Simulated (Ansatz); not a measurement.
**H₄O₂Se₂Zr: one species, many methods**

The task here is to estimate one member of a computed series from the others.

Computed with Ansatz 0.2.0, Gaussian basis. Level: functionals in def2-TZVPP, the program's frozen cores in correlated methods.

The runs, in order: LDA (SPW92), PBE-D4, revPBE-D4, BLYP-D4, r2SCAN-D4, B97M-V, PBE0-D4, B3LYP-D4, r2SCANh-D4, r2SCAN0-D4, HSE06-D4, BHLYP-D4, CAM-B3LYP-D4, LC-ωPBE, ωB97X-V, ωB97M-V, B2PLYP, PBE-QIDH; CCSD(T)/def2-SVP; MP2/def2-TZVPP; MP2/def2-QZVPP; RPA on PBE.

## Structure used throughout

The geometry comes from an earlier relaxation with PBE0-D4 in a triple-zeta def2 set; it is a stationary point, not always the lowest conformer. Zr takes the def2 core potential; no spin-orbit term is included.

SMILES `[OH][Zr]([OH])([SeH])[SeH]`, 9 atoms, charge 0, spin multiplicity 1.

Atoms are counted from 1 here; the program's logs count them from 0.

Bond lengths: O1–Zr2 1.898 Å, O1–H6 0.953 Å, Zr2–O3 1.898 Å, Zr2–Se4 2.595 Å, Zr2–Se5 2.595 Å, O3–H7 0.953 Å, Se4–H8 1.473 Å, Se5–H9 1.473 Å. Angles: Zr2–O1–H6 168.4°, O1–Zr2–O3 116.4°, O1–Zr2–Se4 103.8°, O1–Zr2–Se5 111.2°, O3–Zr2–Se4 111.2°, O3–Zr2–Se5 103.8°, Se4–Zr2–Se5 110.5°, Zr2–O3–H7 168.3°, Zr2–Se4–H8 89.2°, Zr2–Se5–H9 89.2°.

Set-up of the first run:

in.yaml reads:

```yaml
crystal:
  periodic: [false, false, false]
  atoms:
    - {symbol: O, position_ang: [-0.753339, 0.909251, -1.620895]}
    - {symbol: Zr, position_ang: [0.096769, 0.050813, -0.156950]}
    - {symbol: O, position_ang: [1.957982, -0.276778, -0.334060]}
    - {symbol: Se, position_ang: [-1.223841, -2.167022, 0.113885]}
    - {symbol: Se, position_ang: [-0.078741, 1.482994, 2.000411]}
    - {symbol: H, position_ang: [-1.009117, 1.426239, -2.380137]}
    - {symbol: H, position_ang: [2.851936, -0.458201, -0.611700]}
    - {symbol: H, position_ang: [-0.309486, -2.555260, 1.200880]}
    - {symbol: H, position_ang: [-1.532162, 1.587964, 1.788566]}
basis:
  gaussian: {orbitals: def2-TZVPP}
hamiltonian: {xc: lda}
output: {orbitals: {seedname: orbitals}}
```

Started as:

```sh
$ ansatz run in.yaml --threads 4 --pin off --events-out ev --progress --plain --max-ram 11315MiB
```

Among the steps run: LDA; PBE-D4 (GGA); revPBE-D4 (GGA); BLYP-D4 (GGA); r2SCAN-D4 (meta-GGA); B97M-V (meta-GGA); PBE0-D4 (hybrid); B3LYP-D4 (hybrid); r2SCANh-D4 (hybrid); r2SCAN0-D4 (hybrid); HSE06-D4 (hybrid); BHLYP-D4 (hybrid); CAM-B3LYP-D4 (range-separated); LC-ωPBE (range-separated); ωB97X-V (range-separated); ωB97M-V (range-separated); B2PLYP (double hybrid); PBE-QIDH (double hybrid).

One table of the session follows, with a row left open; its other results are not shown here.

It belongs to the step «Frontier levels by functional». 

| functional | HOMO (eV) | gap (eV) |
| --- | --- | --- |
| LDA (SPW92) | -5.75 | 3.45 |
| PBE-D4 | -5.59 | 3.50 |
| revPBE-D4 | -5.54 | 3.52 |
| BLYP-D4 | -5.42 | 3.46 |
| r2SCAN-D4 | -5.87 | 3.94 |
| B97M-V | -5.89 | 4.03 |
| PBE0-D4 | -6.68 | 5.41 |
| B3LYP-D4 | -6.45 | 4.98 |
| r2SCANh-D4 | ? | ? |
| r2SCAN0-D4 | -6.87 | 5.70 |
| HSE06-D4 | -6.30 | 4.65 |
| BHLYP-D4 | -7.62 | 7.31 |
| CAM-B3LYP-D4 | -7.89 | 7.70 |
| LC-ωPBE | -9.21 | 10.10 |
| ωB97X-V | -8.87 | 9.69 |
| ωB97M-V | -8.74 | 9.22 |

Q: Estimate the row for r2SCANh-D4 from the others.

Worked estimate for «HOMO (eV)». Against the share of exact exchange, r2SCAN-D4 (0, -5.87), r2SCAN0-D4 (0.25, -6.87) give a slope of -4.00 per unit share; at 0.1 the line stands at -6.27.

**Answer.** HOMO (eV): -6.27; gap (eV): 4.65. In «HOMO (eV)» the line misses by 0.00.
